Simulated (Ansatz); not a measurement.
I need a single point in a Gaussian basis of C3H9Si (charge -1), SMILES CCC[SiH2-]. Use Ansatz 0.2.0 through its Python package. Settings: PBE0, def2-TZVP basis, multiplicity 1.

The script reads `c3h9si.xyz`:
```text
13

C    -1.72730    0.65430    0.34580
C    -0.47210    0.39470   -0.47400
C     0.49720   -0.53260    0.26490
Si    2.08150   -0.92600   -0.64620
H    -2.26010   -0.27900    0.55370
H    -1.48090    1.13020    1.30040
H    -2.40530    1.31820   -0.19960
H    -0.76030   -0.04600   -1.43640
H     0.01340    1.35340   -0.69490
H     0.76030   -0.08240    1.22960
H    -0.01120   -1.47770    0.49020
H     2.83950    0.32380   -0.90830
H     2.92530   -1.83090    0.17480
```

`energy_c3h9si.py`:
```python
"""Single point of C3H9Si(-)."""

from pathlib import Path
import json

import ansatz
import numpy as np

molecule = ansatz.Crystal.molecule_from_extxyz("c3h9si.xyz")

calc = (
    molecule.calculation()
    .basis(gaussian="def2-TZVP")
    .functional("pbe0")
    .charge(-1)  # electrons removed from the neutral system
    .forces()  # eV per angstrom
    .orbitals()
)
done = calc.run(threads=1, backend="cpu", runs_dir="out")
summary = done.report

for key in ("converged", "free_energy_ev", "reference_energy_ev", "n_frozen", "n_occupied", "n_virtual"):
    print(f"{key:22s} {summary[key]}")

field = summary["mean_field"]
print("<S^2> =", round(abs(field["state"]["spin_squared"]), 4), " all-electron relativity setting:", field["relativity"])
print("passes:", field["passes"])
if "symmetry" in field:
    print("occupied orbitals by irrep:", field["symmetry"]["occupied"])

symbols = [site.symbol for site in molecule.cartesian_sites]
forces = np.array(summary["forces_ev_ang"])
print("largest force", round(float(np.linalg.norm(forces, axis=1).max()), 4), "eV/A, rms", round(float(np.sqrt((forces ** 2).mean())), 4))

charges = summary["charge_distribution"]
print("dipole moment", round(4.803205 * float(np.linalg.norm(charges["dipole_moment_e_ang"])), 3), "D")
print("Mulliken:", [(s, round(q, 3)) for s, q in zip(symbols, charges["mulliken_charges_e"])])

lines = Path(summary["orbitals_path"]).read_text().splitlines()
field_of = lambda key: [line.split("=")[1].strip() for line in lines if line.startswith(key)]
orbitals = [(27.211386 * float(e), s, float(n)) for e, s, n in zip(field_of("Ene="), field_of("Spin="), field_of("Occup="))]
homo = max(e for e, _, n in orbitals if n > 0.5)
lumo = min(e for e, _, n in orbitals if n < 0.5)
for e, spin, n in sorted(orbitals):
    if homo - 6 < e < lumo + 5:
        print(f"{spin:6s} {e:10.3f} eV  occupation {n:.0f}")
with open("c3h9si.json", "w") as handle:
    json.dump({k: summary[k] for k in ("free_energy_ev", "reference_energy_ev", "n_occupied", "n_virtual")}, handle, indent=1)
```

```console
$ python energy_c3h9si.py
converged              True
free_energy_ev         -11128.63935910077
reference_energy_ev    -11128.63935910077
n_frozen               0
n_occupied             [21, 21]
n_virtual              [163, 163]
<S^2> = 0.0  all-electron relativity setting: none
passes: {'evaluations': 16, 'products': 12}
occupied orbitals by irrep: [{'A': 21}, {'A': 21}]
largest force 3.1408 eV/A, rms 0.5915
dipole moment 8.077 D
Mulliken: [('C', -0.336), ('C', -0.106), ('C', -0.26), ('Si', -0.528), ('H', 0.087), ('H', 0.087), ('H', 0.076), ('H', 0.055), ('H', 0.07), ('H', 0.072), ('H', 0.057), ('H', -0.138), ('H', -0.136)]
Alpha      -3.449 eV  occupation 2
Alpha      -3.220 eV  occupation 2
Alpha       1.393 eV  occupation 2
Alpha       4.632 eV  occupation 0
Alpha       5.815 eV  occupation 0
Alpha       5.970 eV  occupation 0
Alpha       6.181 eV  occupation 0
Alpha       6.518 eV  occupation 0
Alpha       7.058 eV  occupation 0
Alpha       7.210 eV  occupation 0
Alpha       7.239 eV  occupation 0
Alpha       7.460 eV  occupation 0
Alpha       7.784 eV  occupation 0
Alpha       8.434 eV  occupation 0
Alpha       9.204 eV  occupation 0
Alpha       9.482 eV  occupation 0
```

File `c3h9si.json` afterwards:
```json
{
 "free_energy_ev": -11128.63935910077,
 "reference_energy_ev": -11128.63935910077,
 "n_occupied": [
  21,
  21
 ],
 "n_virtual": [
  163,
  163
 ]
}
```

Reading the output:
- The settings weren't tested for convergence.
- The geometry is a force-field or estimated start, not a minimum of this method, and the basis set is short of its limit.
- An ion's dipole depends on the origin; the program takes it about the centre of nuclear charge.
- Alpha marks a spatial orbital of a restricted run, filled by both spins.
- Levels such as HOMO and LUMO are orbital energies: with these approximate functionals they aren't the ionisation energy and electron affinity, and their gap isn't the fundamental gap.
- Anions want diffuse functions, which this basis lacks.
- It ran for 9.9 s on 1 thread of Arm Neoverse V1 (shared host), peak memory 0.46 GiB.
